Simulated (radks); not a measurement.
**As³⁺ in [Ar] 3d9.75 4s2 4p0.25: an all-electron calculation**

One table from this session's results is given with a row withheld; the runs are named, their logs left out.

Program: radks (a radial shooting solver on a logarithmic mesh, Libxc functionals) version 1. Level of theory: Dirac Kohn-Sham, SOGGA, spin-unpolarised, spherical densities, point nucleus; open shells fill j = l - 1/2 first. These are calculated values, not measurements, unless marked.

**Starting point**

- element: arsenic (Z = 33)
- charge: +3
- electrons: 30
- configuration: [Ar] 3d9.75 4s2 4p0.25

Set-up of the first run:

Input:

```text
Z 33
configuration [Ar] 3d9.75 4s2 4p0.25
relativity Dirac
functional sogga,pbe
spin unpolarised
j_filling energy
nucleus point
c 137.035999084
```

Run with:

```
python run_ks.py task.json out
```

This one command runs every case of the session in turn.

One of the session's tables, all rows but one given; the rest of the session is left out.

It belongs to the step «Shells». Sizes of the orbitals, from the radial functions (bohr):

```
level      <r>  outermost maximum (interpolated)  90 % within  nodes
1s1/2  0.04552                            0.0297       0.0814      0
2s1/2   0.2026                             0.170        0.314      1
2p1/2   0.1747                             0.134        0.286      0
2p3/2   0.1784                             0.137        0.291      0
3s1/2        ?                                 ?            ?      ?
3p1/2   0.6081                             0.515        0.932      1
3p3/2   0.6185                             0.523        0.948      1
3d3/2   0.6632                             0.473         1.11      0
3d5/2   0.6675                             0.476         1.11      0
4s1/2    1.725                              1.52         2.52      3
4p1/2    1.970                              1.71         2.91      2
4p3/2    1.996                              1.74         2.95      2
```

Estimate the missing values for 3s1/2.

**Answer.** <r>: 0.5972; outermost maximum (interpolated): 0.522; 90 % within: 0.892; nodes: 2. In the column «<r>» it lies between 2s1/2 (0.2026) and 3p1/2 (0.6081).
